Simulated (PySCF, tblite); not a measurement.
# C5H9BF−: geometry, infrared bands and NMR shifts

What infrared bands and NMR shifts should C5H9BF− (`F[BH2-]C1CC=CC1`) show?

Programs: tblite 0.8.0 and PySCF 2.14.0, with density-fitted response routines of our own. Each step states its level of theory. These are calculated values for one molecule in the gas phase, unless marked as measured. Atoms are numbered from 0 throughout.

## (1) The molecule as given

16 atoms, charge -1, multiplicity 1; geometry from: force field or distance geometry start.

Bonds of the start (Å): F0–B1 1.48, B1–C2 1.58, C2–C3 1.54, C3–C4 1.51, C4–C5 1.32, C5–C6 1.49, C6–C2 1.52, B1–H7 1.20, B1–H8 1.19, C2–H9 1.11, C3–H10 1.11, C3–H11 1.08, C4–H12 1.08, C5–H13 1.10, C6–H14 1.10, C6–H15 1.11.

## (2) Geometry optimisation with GFN2-xTB

The job: settings as JSON, then the geometry in Å.

```
{"job": {"kind": "relax", "xc": "GFN2-xTB", "basis": "xTB"}, "charge": -1, "multiplicity": 1}
F     -1.757800    -1.884100     0.559300
B     -1.923700    -0.530700    -0.005100
C     -0.542100     0.205700     0.176900
C      0.197600     0.468900    -1.142600
C      1.527200     0.880700    -0.549000
C      1.696800     0.269500     0.608500
C      0.517800    -0.597800     0.905300
H     -2.724500     0.083200     0.638200
H     -2.196800    -0.563200    -1.165600
H     -0.599300     1.176700     0.717400
H      0.269000    -0.469900    -1.723500
H     -0.220200     1.271400    -1.730100
H      2.226700     1.573200    -1.005100
H      2.589300     0.398000     1.239500
H      0.296500    -0.656500     1.978100
H      0.635600    -1.616000     0.486400
```

On the command line:

```bash
$ OMP_NUM_THREADS=1 python probes_run.py task.json out
```

This one command runs all jobs of the session in turn.

What it wrote:

```text
step      E/eV     max force
  0    -584.35574    1.191
  1    -584.44772    0.744
  2    -584.54686    0.751
  3    -584.59747    0.735
  4    -584.63702    0.432
  5    -584.66788    0.338
  6    -584.69002    0.328
  7    -584.70854    0.385
  8    -584.72419    0.326
  9    -584.73553    0.209
 10    -584.74290    0.179
 11    -584.74846    0.155
 12    -584.75355    0.143
 13    -584.75765    0.131
 14    -584.76099    0.155
 15    -584.76471    0.166
 16    -584.76983    0.171
 17    -584.77640    0.197
 18    -584.78353    0.235
 19    -584.78991    0.203
 20    -584.79493    0.240
 21    -584.79924    0.231
 22    -584.80444    0.218
 23    -584.81152    0.321
 24    -584.81946    0.303
 25    -584.82530    0.192
 26    -584.82869    0.178
 27    -584.83106    0.144
 28    -584.83360    0.191
 29    -584.83658    0.167
 30    -584.83959    0.113
 31    -584.84245    0.132
 32    -584.84533    0.153
 33    -584.84813    0.155
 34    -584.85037    0.101
 35    -584.85167    0.113
 36    -584.85277    0.106
 37    -584.85413    0.117
 38    -584.85583    0.125
 39    -584.85701    0.097
 40    -584.85776    0.061
 41    -584.85822    0.057
 42    -584.85858    0.047
 43    -584.85893    0.052
 44    -584.85931    0.050
 45    -584.85973    0.055
 46    -584.86024    0.070
 47    -584.86086    0.082
 48    -584.86161    0.098
 49    -584.86259    0.093
 50    -584.86399    0.100
 51    -584.86622    0.164
 52    -584.86984    0.212
 53    -584.87467    0.191
 54    -584.87983    0.184
 55    -584.87886    0.419
 56    -584.89034    0.362
 57    -584.89592    0.237
 58    -584.90639    0.237
 59    -584.91065    0.153
 60    -584.91505    0.132
 61    -584.91865    0.102
 62    -584.92049    0.089
 63    -584.92258    0.094
 64    -584.92418    0.098
 65    -584.92546    0.109
 66    -584.92671    0.082
 67    -584.92781    0.076
 68    -584.92853    0.054
 69    -584.92898    0.056
 70    -584.92933    0.045
 71    -584.92962    0.047
 72    -584.92988    0.051
 73    -584.93007    0.036
 74    -584.93020    0.025
 75    -584.93028    0.022
 76    -584.93037    0.031
 77    -584.93044    0.027
 78    -584.93049    0.016
 79    -584.93052    0.014
 80    -584.93055    0.017
 81    -584.93058    0.017
 82    -584.93060    0.012
 83    -584.93062    0.009
```

It took 0.55 s on 1 thread of Intel Xeon at 2.70GHz, shared host; peak memory 0.18 GiB.

Along the way: (not every step is listed)

```csv
step,energy from step 0 (eV),largest force (eV/Å)
0,0.0000,1.1913
1,-0.0920,0.7440
2,-0.1911,0.7506
3,-0.2417,0.7348
4,-0.2813,0.4316
5,-0.3121,0.3378
6,-0.3343,0.3276
7,-0.3528,0.3848
8,-0.3685,0.3257
15,-0.4090,0.1657
22,-0.4487,0.2183
29,-0.4808,0.1670
36,-0.4970,0.1056
43,-0.5032,0.0519
50,-0.5082,0.1000
57,-0.5402,0.2372
64,-0.5684,0.0979
71,-0.5739,0.0470
78,-0.5747,0.0159
79,-0.5748,0.0144
80,-0.5748,0.0174
81,-0.5748,0.0166
82,-0.5749,0.0117
83,-0.5749,0.0091
```

Close pairs (by a distance rule), those that changed most:

```csv
bond,before (Å),after (Å),change (Å)
B1–C2,1.576,1.654,+0.077
B1–H8,1.193,1.222,+0.030
F0–B1,1.476,1.449,-0.027
B1–H7,1.197,1.223,+0.026
C2–C6,1.516,1.541,+0.024
C5–H13,1.101,1.083,-0.017
C3–H11,1.079,1.094,+0.015
C3–C4,1.513,1.499,-0.015
```

The final coordinates are the input of the step that follows.

## (3) Vibrational analysis with GFN2-xTB

The job: settings as JSON, then the geometry in Å.

```
{"job": {"kind": "ir", "xc": "GFN2-xTB", "basis": "xTB"}, "charge": -1, "multiplicity": 1}
F     -1.485309    -1.950238    -0.581943
B     -1.912860    -0.666855    -0.062771
C     -0.584460     0.292287     0.160211
C      0.242280     0.555891    -1.112963
C      1.653516     0.663370    -0.620638
C      1.769872     0.201696     0.612692
C      0.454885    -0.286064     1.139373
H     -2.479895    -0.865508     1.001976
H     -2.675026    -0.169415    -0.878458
H     -0.904147     1.268550     0.555078
H      0.155746    -0.295490    -1.796225
H     -0.087439     1.447177    -1.655287
H      2.457299     1.043916    -1.239684
H      2.685817     0.136526     1.187630
H      0.273254     0.013259     2.176055
H      0.428869    -1.380158     1.103544
```

What it wrote:

```text
mode    cm-1     km/mol
  1      73.8      0.44
  2      90.4      2.37
  3     205.2      8.12
  4     239.4      4.24
  5     377.0      0.16
  6     501.3      0.21
  7     552.5      2.75
  8     725.9     22.78
  9     740.7      0.11
 10     763.8     35.44
 11     813.7     32.88
 12     832.3     57.61
 13     863.0      0.03
 14     914.2      5.32
 15     944.0      5.21
 16     982.8      5.57
 17    1002.0     20.79
 18    1026.7      0.22
 19    1044.9     15.28
 20    1104.8      0.21
 21    1113.2     21.20
 22    1124.4    250.55
 23    1126.8      5.06
 24    1157.5     55.11
 25    1233.6     86.69
 26    1245.5    127.20
 27    1253.6      0.01
 28    1290.4      5.86
 29    1299.9      6.07
 30    1339.1      4.00
 31    1482.5      0.66
 32    1482.6      1.78
 33    1696.3     11.50
 34    2120.6    574.12
 35    2203.5    426.68
 36    2854.3    129.19
 37    2909.1     22.15
 38    2912.9    186.16
 39    2939.5    167.97
 40    2941.1     19.89
 41    3005.8    109.78
 42    3028.3    238.26
```

It took 0.73 s on 1 thread of Intel Xeon at 2.70GHz, shared host; peak memory 0.18 GiB.

Which atoms move in the most intense modes:

```csv
cm⁻¹,km/mol,atoms
1124,250.6,"H8 24 %, H7 21 %, B1 19 %"
1246,127.2,"H7 23 %, H8 22 %, H9 21 %"
2121,574.1,"H7 47 %, H8 44 %"
2204,426.7,"H8 50 %, H7 47 %"
2854,129.2,H9 89 %
2913,186.2,"H15 29 %, H14 22 %, H10 22 %, H11 15 %"
2940,168.0,"H11 33 %, H10 25 %, H14 20 %, H15 17 %"
3028,238.3,"H13 49 %, H12 42 %"
```

## (4) Shielding tensors: PBE0/pcSseg-1

Settings changed since step 3:

```diff
@@ -1,2 +1,2 @@
-{"job": {"kind": "ir", "xc": "GFN2-xTB", "basis": "xTB"}, "charge": -1, "multiplicity": 1}
+{"job": {"kind": "nmr", "xc": "PBE0", "basis": "pcSseg-1"}, "charge": -1, "multiplicity": 1}
 F     -1.485309    -1.950238    -0.581943
```

Method: GIAO PBE0/pcSseg-1 NMR shielding, non-relativistic, gas phase.

What it wrote:

```text
coarse grid: 13184 points
cycle   1  E = -320.1240600218  dE =  7.150e-01  |g| = 6.967e-01  |ddm| = 3.459e+00
cycle   2  E = -320.0675402010  dE =  5.652e-02  |g| = 9.567e-01  |ddm| = 2.776e+00
cycle   3  E = -320.2458904255  dE = -1.784e-01  |g| = 7.664e-02  |ddm| = 1.670e+00
cycle   4  E = -320.2470579421  dE = -1.168e-03  |g| = 3.321e-02  |ddm| = 1.034e-01
cycle   5  E = -320.2472637086  dE = -2.058e-04  |g| = 1.015e-02  |ddm| = 4.043e-02
cycle   6  E = -320.2472846341  dE = -2.093e-05  |g| = 2.565e-03  |ddm| = 1.270e-02
cycle   7  E = -320.2472861631  dE = -1.529e-06  |g| = 3.449e-04  |ddm| = 3.122e-03
final grid: 127200 points
cycle   8  E = -320.2930782642  dE = -5.110e-05  |g| = 7.406e-03  |ddm| = 4.113e-02
cycle   9  E = -320.2930714925  dE =  6.772e-06  |g| = 9.124e-03  |ddm| = 1.957e-02
cycle  10  E = -320.2930928487  dE = -2.136e-05  |g| = 6.034e-04  |ddm| = 1.038e-02
cycle  11  E = -320.2930929300  dE = -8.124e-08  |g| = 1.672e-04  |ddm| = 7.517e-04
cycle  12  E = -320.2930929364  dE = -6.399e-09  |g| = 5.614e-05  |ddm| = 2.354e-04
cycle  13  E = -320.2930929370  dE = -6.237e-10  |g| = 1.939e-05  |ddm| = 6.924e-05
converged SCF energy = -320.2930929370

GIAO shielding tensors (ppm)
atom      isotropic    diamagn.    paramagn.     s11        s22        s33       span
  0 F      454.177     473.250     -19.074    375.311    472.142    515.077    139.766
  1 B      108.120     177.165     -69.045     94.347     99.350    130.662     36.315
  2 C      146.680     243.819     -97.139    126.738    148.944    164.358     37.620
  3 C      144.926     245.960    -101.034    119.729    147.969    167.081     47.352
  4 C       46.731     255.177    -208.445    -60.730     60.456    140.469    201.199
  5 C       46.601     255.160    -208.559    -60.926     60.064    140.666    201.593
  6 C      144.694     246.030    -101.336    119.220    147.768    167.093     47.872
  7 H       28.565      28.873      -0.309     25.457     28.620     31.617      6.160
  8 H       28.559      28.864      -0.305     25.457     28.613     31.607      6.150
  9 H       30.712      31.648      -0.936     25.790     30.343     36.003     10.213
 10 H       29.100      30.091      -0.992     24.902     28.927     33.470      8.568
 11 H       29.879      30.949      -1.070     25.975     27.976     35.687      9.712
 12 H       25.899      31.372      -5.473     24.842     25.468     27.388      2.546
 13 H       25.894      31.379      -5.485     24.851     25.469     27.361      2.511
 14 H       29.873      30.976      -1.103     25.971     27.980     35.667      9.696
 15 H       29.079      30.114      -1.035     24.871     28.952     33.415      8.544
```

It took 33 s on 1 thread of Intel Xeon at 2.70GHz, shared host; peak memory 0.88 GiB.

The references, computed at this level on geometries of the same kind, shield at (ppm): 1H TMS 31.72, 13C TMS 186.9, 19F CFCl3 170.9, 11B BF3·OEt2 100.1. Their shielding less the atom's gives the shift. The references are single molecules in the gas phase, so shifts against H2O, NH3, PH3, H3PO4 or CFCl3 are not on the usual liquid scales and can be off by tens of ppm. Atoms listed in one row are averaged.

```csv
atoms,environment,σ (ppm),δ (ppm)
"C4, C5",alkene CH,46.7,140.3
"C3, C6",allylic sp3 CH2,144.8,42.1
C2,sp3 CH bonded to B,146.7,40.2
"H12, H13",hydrogen on an alkene CH,25.90,5.82
"H7, H8","hydrogen on a boron bonded to C, F",28.56,3.16
"H10, H15",hydrogen on an allylic sp3 CH2,29.09,2.63
"H11, H14",hydrogen on an allylic sp3 CH2,29.88,1.84
H9,hydrogen on an sp3 CH bonded to B,30.71,1.00
F0,fluorine bonded to B,454.2,-283.2
B1,"boron bonded to C, F, 2 H",108.1,-8.1
```

Charges from the same density, by scheme (e):

```csv
atoms,Mulliken,IAO,Hirshfeld,ESP fit
F0,-0.47,-0.48,-0.27,-0.39
B1,0.50,-0.03,-0.07,0.18
C2,-0.42,-0.22,-0.11,-0.02
"C3, C6",-0.14,-0.26,-0.09,0.03
"C4, C5",-0.17,-0.17,-0.08,-0.25
```

Mayer bond orders: F0–B1 0.83, B1–C2 0.84, C2–C3 1.01, C3–C4 1.02, C4–C5 1.89, C5–C6 1.02, C6–C2 1.01.

Ring of atoms C2, C3, C4, C5, C6: NICS(0) -2.5, NICS(1) -3.0, NICS(1)zz -2.5 ppm (means of both faces).

## (5) Outcome

| quantity | value |
| --- | --- |
| strongest single infrared mode (GFN2-xTB) | 2121 cm⁻¹, 574 km/mol |
| zero-point energy (GFN2-xTB) | 79.4 kcal/mol |
| 13C shifts against TMS (PBE0/pcSseg-1, means over atoms taken as alike) | 140.3, 42.1, 40.2 ppm |
| 1H shifts against TMS (PBE0/pcSseg-1, means over atoms taken as alike) | 5.82, 3.16, 2.63, 1.84, 1.00 ppm |
| 19F shifts against CFCl3 (PBE0/pcSseg-1) | -283.2 ppm |
| 11B shifts against BF3·OEt2 (PBE0/pcSseg-1) | -8.1 ppm |

What this shows: The optimisation took 83 steps and gained 0.575 eV; among the close pairs (by a distance rule), B1–C2 changed most, from 1.576 to 1.654 Å. No mode is imaginary among the 42: a minimum at this level. The strongest single mode, at 2121 cm⁻¹, moves mainly H7 and H8. GFN2-xTB is a fitted tight-binding method: band positions and strengths are rough. Its intensities can rank the bands wrongly. At PBE0/pcSseg-1: The widest tensor belongs to C4, C5: span 201 ppm, with a paramagnetic part of -209 ppm.
